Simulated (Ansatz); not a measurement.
**GaH3 (triplet): from Hartree-Fock to the top rungs at a displaced geometry (v1), cc-pVDZ**

An exercise on one series of results from a longer session: the logs are not shown, and one member is left open.

The runs use Ansatz 0.2.0, Gaussian basis; cc-pVDZ, core rule «outside noble gas», up to 14 orbitals frozen.

The runs, in order: UHF; CCSD(T) on ROHF; CCSD(T) on UHF; BCCD(T) on ROHF; CISD; CCSDT(Q) on ROHF; CCSDT(Q) on UHF; CASSCF and MRCISD+Q, 6 electrons in 7 orbitals; CASSCF and NEVPT2, 6 electrons in 7 orbitals; Full CI.

25 further runs of the same task are left out: 5 for a known fault of the program, 7 that didn't finish, 13 set aside as unsound or not needed.

## What is computed

The geometry is a PBE0/def2-TZVP stationary point (not a proven minimum) with its atoms shifted at random (size 0.040 Å). No spin-orbit coupling is included. The filled d shell of Ga may be among the frozen orbitals whatever the setting's name suggests; the logs give the count.

4 atoms, charge 0, spin multiplicity 3.

Atoms are counted from 1 here; the program's logs count them from 0.

Bond lengths: Ga1–H2 1.604 Å, Ga1–H3 1.909 Å, Ga1–H4 1.947 Å. Angles: H2–Ga1–H3 101.7°, H2–Ga1–H4 100.0°, H3–Ga1–H4 27.5°.

As a file:

```xyz
4

Ga    0.0001    0.0276   -0.0445
H    -0.0007   -1.4938   -0.5514
H     0.4527   -0.1771    1.7986
H    -0.4609   -0.2399    1.8284
```

The first run:

The input, in.yaml:

```yaml
crystal:
  periodic: [false, false, false]
  atoms:
    - {symbol: Ga, position_ang: [0.000130, 0.027624, -0.044463]}
    - {symbol: H, position_ang: [-0.000704, -1.493844, -0.551395]}
    - {symbol: H, position_ang: [0.452678, -0.177093, 1.798646]}
    - {symbol: H, position_ang: [-0.460935, -0.239907, 1.828449]}
basis:
  gaussian: {orbitals: cc-pVDZ}
magnetization: {spin_polarized: true, initial_magnetization: 2}
hamiltonian: {xc: hf}
output: {orbitals: {seedname: orbitals}}
```

Run with:

```sh
> ansatz run in.yaml --threads 1 --pin off --events-out ev --progress --plain --max-ram 2393MiB
```

Steps of the session up to this table: UHF; CCSD(T) on ROHF; CCSD(T) on UHF; BCCD(T) on ROHF; CISD; CCSDT(Q) on ROHF; CCSDT(Q) on UHF; CASSCF and MRCISD+Q, 6 electrons in 7 orbitals; CASSCF and NEVPT2, 6 electrons in 7 orbitals; Full CI.

One table of the session follows, with a row left open; its other results are not shown here.

It belongs to the step «Misses and costs». 

| method | from FCI (meV) |
| --- | --- |
| ROHF | +2606.5 |
| UHF | ? |
| RMP2 | +681.2 |
| UMP2 | +660.7 |
| RCCSD | +63.1 |
| UCCSD | +48.8 |
| RCCSD(T) | +16.3 |
| UCCSD(T) | +3.3 |
| BCCD(T) | +15.9 |
| RCCSDT | 0.0 |
| UCCSDT | -12.8 |
| RCCSDT(Q) | -0.9 |
| UCCSDT(Q) | -13.7 |
| CASSCF valence | +1365.6 |
| NEVPT2 valence | +446.7 |
| MRCISD valence | +53.1 |
| MRCISD+Q valence | +10.5 |
| FCI | 0 |

Estimate the missing values for UHF.

The run gave: from FCI (meV): +2552.1. In the column «from FCI (meV)» it lies between CASSCF valence (+1365.6) and ROHF (+2606.5).

Not comparable, so not listed: CISD (they don't share determinant, frozen orbitals or solution with the rows shown, or repeat one).

Limits of these values: UCCSDT, UCCSDT(Q) fall below full CI: unrestricted runs freeze a spin-polarised core, another one than full CI's, and coupled cluster isn't variational. Levels on UHF freeze UHF's core orbitals, full CI those of ROHF, so the U rows can settle a little off it for that reason alone. Restricted and unrestricted rows rest on different reference determinants; where their highest levels disagree by more than a few hundredths of an eV, they describe different states and don't form one ladder.
